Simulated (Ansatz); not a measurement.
# F₂H₄OSi₂: a ladder of functionals and wavefunction methods

One table from this session's results is given with a row withheld; the runs are named, their logs left out.

Computed with Ansatz 0.2.0, Gaussian basis. Level: functionals in def2-TZVPP, the program's frozen cores in correlated methods.

Plan: LDA (SPW92), PBE-D4, revPBE-D4, BLYP-D4, r2SCAN-D4, B97M-V, PBE0-D4, B3LYP-D4, r2SCANh-D4, r2SCAN0-D4, HSE06-D4, BHLYP-D4, CAM-B3LYP-D4, LC-ωPBE, ωB97X-V, ωB97M-V, B2PLYP, PBE-QIDH; CCSD(T)/def2-SVP; CCSD(T)/def2-TZVPP; MP2/def2-QZVPP; extrapolation to the limit; RPA on PBE.

### Structure used throughout

An earlier PBE0-D4 in a triple-zeta def2 set relaxation fixed the geometry.

SMILES `O[SiH](F)[SiH2]F`, 9 atoms, charge 0, spin multiplicity 1.

Atoms are counted from 1 here; the program's logs count them from 0.

Bond lengths: O1–Si2 1.634 Å, O1–H6 0.959 Å, Si2–F3 1.601 Å, Si2–Si4 2.358 Å, Si2–H7 1.480 Å, Si4–F5 1.612 Å, Si4–H8 1.485 Å, Si4–H9 1.487 Å. Angles: Si2–O1–H6 118.4°, O1–Si2–F3 110.8°, O1–Si2–Si4 109.5°, O1–Si2–H7 106.2°, F3–Si2–Si4 107.8°, F3–Si2–H7 107.1°, Si4–Si2–H7 115.4°, Si2–Si4–F5 106.0°, Si2–Si4–H8 114.0°, Si2–Si4–H9 111.6°, F5–Si4–H8 108.1°, F5–Si4–H9 107.7°, H8–Si4–H9 109.2°.

Set-up of the first run:

in.yaml reads:

```yaml
crystal:
  periodic: [false, false, false]
  atoms:
    - {symbol: O, position_ang: [0.844256, 1.766691, -0.485036]}
    - {symbol: Si, position_ang: [0.969393, 0.137753, -0.453135]}
    - {symbol: F, position_ang: [0.986743, -0.459718, -1.938460]}
    - {symbol: Si, position_ang: [-0.894005, -0.772368, 0.668268]}
    - {symbol: F, position_ang: [-2.133896, 0.202580, 0.333755]}
    - {symbol: H, position_ang: [-0.014158, 2.154901, -0.665145]}
    - {symbol: H, position_ang: [2.284576, -0.163879, 0.153839]}
    - {symbol: H, position_ang: [-1.253017, -2.143889, 0.226622]}
    - {symbol: H, position_ang: [-0.701490, -0.768270, 2.142294]}
basis:
  gaussian: {orbitals: def2-TZVPP}
hamiltonian: {xc: lda}
output: {orbitals: {seedname: orbitals}}
```

Among the steps run: LDA; PBE-D4 (GGA); revPBE-D4 (GGA); BLYP-D4 (GGA); r2SCAN-D4 (meta-GGA); B97M-V (meta-GGA); PBE0-D4 (hybrid); B3LYP-D4 (hybrid); r2SCANh-D4 (hybrid); r2SCAN0-D4 (hybrid); HSE06-D4 (hybrid); BHLYP-D4 (hybrid); CAM-B3LYP-D4 (range-separated); LC-ωPBE-D4 (range-separated; the results give it without D4); ωB97X-V (range-separated); ωB97M-V (range-separated); B2PLYP (double hybrid); PBE-QIDH (double hybrid).

One table of the session follows, with a row left open; its other results are not shown here.

It belongs to the step «Frontier levels by functional». 

| functional | HOMO (eV) | gap (eV) |
| --- | --- | --- |
| LDA (SPW92) | ? | ? |
| PBE-D4 | -6.95 | 4.96 |
| revPBE-D4 | -6.90 | 5.04 |
| BLYP-D4 | -6.86 | 5.02 |
| r2SCAN-D4 | -7.25 | 5.58 |
| B97M-V | -7.35 | 5.46 |
| PBE0-D4 | -8.25 | 7.11 |
| B3LYP-D4 | -8.07 | 6.73 |
| r2SCANh-D4 | -7.73 | 6.34 |
| r2SCAN0-D4 | -8.45 | 7.49 |
| HSE06-D4 | -7.85 | 6.34 |
| BHLYP-D4 | -9.49 | 9.24 |
| CAM-B3LYP-D4 | -9.61 | 9.49 |
| LC-ωPBE | -10.88 | 11.95 |
| ωB97X-V | -10.56 | 11.49 |
| ωB97M-V | -10.33 | 10.95 |

Q: Estimate the row for LDA (SPW92) from the others.

The run gave: HOMO (eV): -7.05; gap (eV): 4.79. In the column «HOMO (eV)» it lies between r2SCAN-D4 (-7.25) and PBE-D4 (-6.95).
